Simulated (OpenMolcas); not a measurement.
# Ni⁵⁺: CASSCF and CASPT2 terms and fine-structure levels

Wanted: the level scheme of Ni⁵⁺ from active-space wave functions, then second-order correlation under several settings.

Program: OpenMolcas 26.06. Level of theory: state-averaged CASSCF and CASPT2, spin-orbit coupling by RASSI with atomic mean-field integrals. These are calculated values, not measurements, unless marked.

## (1) The system

* Species: Ni⁵⁺ (nickel, Z = 28, 23 electrons)
* Basis: ANO-RCC-VDZP [5s4p2d1f], 34 functions
* Scalar Hamiltonian: DKH3, point nucleus
* Inactive shells: 1s 2s 2p 3s 3p
* Active space: 5 electrons in 5 orbitals (3d)
* Some configurations of this space: 3d⁵
* Orbitals: optimised for each spin and parity, averaged over all roots

Outer shells as boxes (Hund's rule):

3d5
```
3d [↑ ][↑ ][↑ ][↑ ][↑ ]
```

The work runs as a chain of OpenMolcas steps in one folder; each step below is one input file. Labels, J, g values, rates, χT and fits are worked out afterwards by a script from the matrices that RASSI stores.

## (2) Basis and integrals

Contents of a.inp:

```
&GATEWAY
Coord
1

Ni 0.0 0.0 0.0
Basis=ANO-RCC-VDZP
Group=XYZ
NoMove
AngMom=0.0 0.0 0.0
AMFI
&SEWARD
Relativistic=R03O02
```

The run is started by

```console
$ OMP_NUM_THREADS=1 MOLCAS_MEM=2252 MOLCAS_PROJECT=a pymolcas a.inp > a.log
```

## (3) CASSCF: sextets of even parity, 1 root

Contents of a.inp:

```
&RASSCF
FileOrb=start.orb
Symmetry=1
Spin=6
nActEl=5 0 0
Inactive=3 6
Ras2=5 0
CIRoot=1 1 1
SDav=1
CIMx=300
Iter=120 100
PrWF=0.3
OrbListing=Nothing
MaxOrb=0
Atom
>>> COPY $Project.JobIph JOB001
```

start.orb holds the contracted functions of the basis, ordered by shell, or the orbitals of the step before.

## (4) Reference wave functions, quartets of even parity, 24 roots

Contents of a.inp:

```
&RASSCF
FileOrb=start.orb
Symmetry=1
Spin=4
nActEl=5 0 0
Inactive=3 6
Ras2=5 0
CIRoot=24 24 1
SDav=24
CIMx=300
Iter=120 100
PrWF=0.3
OrbListing=Nothing
MaxOrb=0
Atom
>>> COPY $Project.JobIph JOB002
```

## (5) CASSCF: doublets of even parity, 75 roots

Contents of a.inp:

```
&RASSCF
FileOrb=start.orb
Symmetry=1
Spin=2
nActEl=5 0 0
Inactive=3 6
Ras2=5 0
CIRoot=75 75 1
SDav=75
CIMx=300
Iter=120 100
PrWF=0.3
OrbListing=Nothing
MaxOrb=0
Atom
>>> COPY $Project.JobIph JOB003
```

## (6) RASSI: spin-orbit coupling between the states

Contents of a.inp:

```
&RASSI
NrOfJobIphs=3 1 24 25
1
1 2 3 4 5 6 7 8 9 10 11 12 13 14 15 16 17 18 19 20 21 22 23 24
1 2 3 4 5 6 7 8 9 10 11 12 13 14 15 16 17 18 19 20 21 22 23 24 25
IphNames
JOB001
JOB002
JOB003
EJob
SpinOrbit
DIPRint=1.0
SOCoupling=1000.0
Subsets=2
MEES
Property=10
'ANGMOM' 1 'ANGMOM' 2 'ANGMOM' 3 'MLTPL  1' 1 'MLTPL  1' 2 'MLTPL  1' 3
'AMFI' 1 'AMFI' 2 'AMFI' 3 'MLTPL  2' 6
SOProperty=3
'ANGMOM' 1 'ANGMOM' 2 'ANGMOM' 3
```

## (7) CASPT2: IPEA 0.6, imaginary shift 0.2 (closed shells correlated: 3s 3p)

Contents of a.inp:

```
>>> COPY JOB001 $Project.JobIph
&CASPT2
Multistate=1 1
Frozen=2 3
IPEA=0.6
Imaginary=0.2
MaxIter=60
WThr=0.0 0.3 0.05
PrWF=0.5
NoMix
>>> COPY JOB002 $Project.JobIph
&CASPT2
Multistate=24 1 2 3 4 5 6 7 8 9 10 11 12 13 14 15 16 17 18 19 20 21 22
23 24
Frozen=2 3
IPEA=0.6
Imaginary=0.2
MaxIter=60
WThr=0.0 0.3 0.05
PrWF=0.5
NoMix
>>> COPY JOB003 $Project.JobIph
&CASPT2
Multistate=25 1 2 3 4 5 6 7 8 9 10 11 12 13 14 15 16 17 18 19 20 21 22
23 24 25
Frozen=2 3
IPEA=0.6
Imaginary=0.2
MaxIter=60
WThr=0.0 0.3 0.05
PrWF=0.5
NoMix
```

## (8) CASPT2: IPEA 0.6, sigma2 regulariser 0.25 (closed shells correlated: none), extended multistate

Contents of a.inp:

```
>>> COPY JOB001 $Project.JobIph
&CASPT2
Multistate=1 1
Frozen=3 6
IPEA=0.6
Sig2=0.25
MaxIter=60
WThr=0.0 0.3 0.05
PrWF=0.5
NoMix
>>> COPY JOB002 $Project.JobIph
&CASPT2
XMultistate=24 1 2 3 4 5 6 7 8 9 10 11 12 13 14 15 16 17 18 19 20 21 22
23 24
Frozen=3 6
IPEA=0.6
Sig2=0.25
MaxIter=60
WThr=0.0 0.3 0.05
PrWF=0.5
NoMix
>>> COPY JOB003 $Project.JobIph
&CASPT2
XMultistate=25 1 2 3 4 5 6 7 8 9 10 11 12 13 14 15 16 17 18 19 20 21 22
23 24 25
Frozen=3 6
IPEA=0.6
Sig2=0.25
MaxIter=60
WThr=0.0 0.3 0.05
PrWF=0.5
NoMix
```

## (9) CASPT2: IPEA 0.4 (closed shells correlated: none)

Contents of a.inp:

```
>>> COPY JOB001 $Project.JobIph
&CASPT2
Multistate=1 1
Frozen=3 6
IPEA=0.4
MaxIter=60
WThr=0.0 0.3 0.05
PrWF=0.5
NoMix
>>> COPY JOB002 $Project.JobIph
&CASPT2
Multistate=24 1 2 3 4 5 6 7 8 9 10 11 12 13 14 15 16 17 18 19 20 21 22
23 24
NoMult
Frozen=3 6
IPEA=0.4
MaxIter=60
WThr=0.0 0.3 0.05
PrWF=0.5
NoMix
>>> COPY JOB003 $Project.JobIph
&CASPT2
Multistate=25 1 2 3 4 5 6 7 8 9 10 11 12 13 14 15 16 17 18 19 20 21 22
23 24 25
NoMult
Frozen=3 6
IPEA=0.4
MaxIter=60
WThr=0.0 0.3 0.05
PrWF=0.5
NoMix
```

(Steps that only read results are left out.)

Before running it: what results should come out? Wanted: lowest level; first excited level; spin-orbit lowering of the lowest level; strongest of the lines computed, by gA.

The runs gave:

| quantity | value |
| --- | --- |
| method | SS-CASPT2, IPEA 0.6, imaginary shift 0.2 (closed shells correlated: 3s 3p) |
| lowest level | 3d⁵ ⁶S_5/2, 100 % of that term, g = 2.002 |
| ground level listed by NIST | 6S5/2 |
| first excited level | 3d⁵ ⁴G_5/2 at 45340 cm⁻¹ |
| spin-orbit lowering of the lowest level | 91.5 cm⁻¹ |
| strongest of the lines computed, by gA (one parity, so forbidden lines), at CASSCF energies | 3d⁵ ⁴P_5/2 → 3d⁵ ⁶S_5/2, 184.1 nm, A = 8.55e+00 s⁻¹ |

What each method costs and misses:

| method | time of its own steps | time with the reference | mean absolute difference from the measured levels (cm-1) |
| --- | --- | --- | --- |
| A. CASSCF | 17 s | 17 s | 7900 |
| B. SS-CASPT2, IPEA 0.6, imaginary shift 0.2, +3s 3p | 5.4 s | 23 s | 3600 |
| C. XMS-CASPT2, IPEA 0.6, sigma2 regulariser 0.25, +none | 2.7 s | 20 s | 6000 |
| D. SS-CASPT2, IPEA 0.4, +none | 2 s | 20 s | 6100 |

Times are of one thread on a shared host.

In words: Second-order correlation (method B) scales the levels of the lowest configuration above 5000 cm⁻¹ by 0.91 to 0.96. Method B lies closest to the measured levels (3600 cm⁻¹ on average) and A farthest (7900). Only the configurations of the active space and the roots asked for are present. Not all states of the active space went into the spin-orbit step. CASPT2 does not keep the components of a term degenerate, and the means are used. The basis is small and contracted for the neutral atom, so it is rough for this charge. Levels of other configurations are missing from the list.
